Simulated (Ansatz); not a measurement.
# [AlCl6]3-: geometry, orbitals and charge

What does [AlCl6]3- look like as a singlet, and where do its frontier electrons sit?

Computed with Ansatz 0.2.0, Gaussian basis. Level: RKS PBE0-D4/def2-TZVPD.

The runs, in order: relaxation at PBE-D4/def2-SVPD; a single point at PBE0-D4/def2-TZVPD.

3 further runs of the same task are left out: 1 that didn't finish, 2 set aside as unsound or not needed.

## Step 1: Where the work starts

7 atoms, charge -3, spin multiplicity 1.

Atoms are counted from 1 here; the program's logs count them from 0.

Bond lengths: Al1–Cl2 2.324 Å, Al1–Cl3 2.324 Å, Al1–Cl4 2.324 Å, Al1–Cl5 2.323 Å, Al1–Cl6 2.324 Å, Al1–Cl7 2.324 Å. Angles: Cl2–Al1–Cl3 180.0°, Cl2–Al1–Cl4 89.9°, Cl2–Al1–Cl5 90.0°, Cl2–Al1–Cl6 89.8°, Cl2–Al1–Cl7 90.1°, Cl3–Al1–Cl4 90.1°, Cl3–Al1–Cl5 90.1°, Cl3–Al1–Cl6 90.2°, Cl3–Al1–Cl7 89.9°, Cl4–Al1–Cl5 179.9°, Cl4–Al1–Cl6 90.2°, Cl4–Al1–Cl7 89.8°, Cl5–Al1–Cl6 89.9°, Cl5–Al1–Cl7 90.1°, Cl6–Al1–Cl7 179.9°.

Coordinates:

```xyz
7

Al   -0.0001    0.0004   -0.0014
Cl   -0.0188   -0.0079    2.3224
Cl    0.0190    0.0070   -2.3252
Cl    2.3238    0.0015    0.0204
Cl   -2.3232   -0.0024   -0.0183
Cl   -0.0087    2.3245    0.0143
Cl    0.0079   -2.3232   -0.0123
```

The ion is computed in the gas phase, without counter-ions or solvent.

The start is a GFN2-xTB (ALPB water) geometry.

## Step 2: Optimising with PBE-D4/def2-SVPD

File in.yaml:

```yaml
crystal:
  periodic: [false, false, false]
  atoms:
    - {symbol: Al, position_ang: [-0.000050, 0.000450, -0.001390]}
    - {symbol: Cl, position_ang: [-0.018780, -0.007890, 2.322440]}
    - {symbol: Cl, position_ang: [0.019000, 0.007020, -2.325180]}
    - {symbol: Cl, position_ang: [2.323780, 0.001470, 0.020420]}
    - {symbol: Cl, position_ang: [-2.323170, -0.002360, -0.018300]}
    - {symbol: Cl, position_ang: [-0.008670, 2.324520, 0.014290]}
    - {symbol: Cl, position_ang: [0.007890, -2.323210, -0.012290]}
basis:
  gaussian: {orbitals: def2-SVPD}
total_charge: -3
hamiltonian: {xc: pbe, dispersion: d4}
scf: {lower_state_search: "off"}
output: {orbitals: {seedname: orbitals}}
relax: {f_tol: 0.02, max_steps: 100}
```

On the command line:

```
$ ansatz run in.yaml --threads 4 --pin off --events-out ev --progress --plain --max-ram 4787MiB
```

After this run come: Single point, PBE0-D4/def2-TZVPD.

**Question.** What will the summary of the whole plan be? Wanted: point group; commonest bond; HOMO, LUMO at PBE0-D4/def2-TZVPD.

As calculated:

| quantity | value |
| --- | --- |
| point group | Oh |
| commonest bond | Al–Cl, 6 of mean length 2.437 Å |
| HOMO, LUMO at PBE0-D4/def2-TZVPD | 3.89, 8.11 eV |

The molecule keeps its bonding pattern by the stored test; the atoms moved 0.11 Å (rms). No usable vibrations, so a minimum isn't proven. The HOMO lies nearest to 4 Cl atoms about 25 % each and the LUMO to 6 Cl atoms about 16 % each. Doubts on the single point: highest occupied level lies above zero.
